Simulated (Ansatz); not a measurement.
# BF3H2OZn: the cost of one run

All numbers below are computed with Ansatz 0.2.0 (RKS B3LYP/def2-SVP).

## (1) The starting structure

Bond lengths: B1–O2 1.741 Å, B1–F3 1.313 Å, B1–F4 1.315 Å, O2–Zn5 2.195 Å, Zn5–F7 1.705 Å, O2–H8 0.958 Å. Angles: B1–O2–Zn5 92.0°, B1–O2–H8 113.4°, Zn5–O2–H8 153.5°, O2–B1–F3 112.5°, O2–B1–F4 111.7°, F3–B1–F4 118.7°, O2–Zn5–F7 115.8°.

Structure file:

```xyz
8

B    -0.8574   -0.7754   -0.1073
O     0.8165   -0.4513    0.2470
F    -1.0048   -1.6699   -1.0567
F    -1.5715   -0.8957    0.9898
Zn    0.6058    1.6597   -0.3163
H    -1.0759    0.6114   -0.6815
F     1.8215    2.7072    0.2591
H     1.2656   -1.1860    0.6660
```

## (2) Pulling towards end A

Springs on the bonds that form and break draw the guess towards this end; the thresholds are loose.

input.yaml

```yaml
crystal:
  periodic: [false, false, false]
  atoms:
    - { symbol: B, position_ang: [-0.8574, -0.7754, -0.1073] }
    - { symbol: O, position_ang: [0.8165, -0.4513, 0.247] }
    - { symbol: F, position_ang: [-1.0048, -1.6699, -1.0567] }
    - { symbol: F, position_ang: [-1.5715, -0.8957, 0.9898] }
    - { symbol: Zn, position_ang: [0.6058, 1.6597, -0.3163] }
    - { symbol: H, position_ang: [-1.0759, 0.6114, -0.6815] }
    - { symbol: F, position_ang: [1.8215, 2.7072, 0.2591] }
    - { symbol: H, position_ang: [1.2656, -1.186, 0.666] }
basis:
  gaussian: { orbitals: def2-SVP }
hamiltonian:
  xc: b3lyp
relax:
  f_tol: 0.15
  max_steps: 25
  restrain:
    - { distance: [0, 5], at: 2.45, k: 30.0 }
    - { distance: [4, 1], at: 3.18, k: 30.0 }
    - { distance: [0, 1], at: 1.5, k: 30.0 }
    - { distance: [4, 5], at: 1.53, k: 30.0 }
```

Run with:

```bash
$ ansatz run input.yaml --threads 2 --pin off --max-ram 3072MiB --backend cpu --events-out ev --progress --plain --runs-dir out
```

**Question.** How long does this run take on 2 threads of Arm Neoverse V2, shared host, and how much memory does it need?

About 29 s, with a peak of 0.26 GiB.
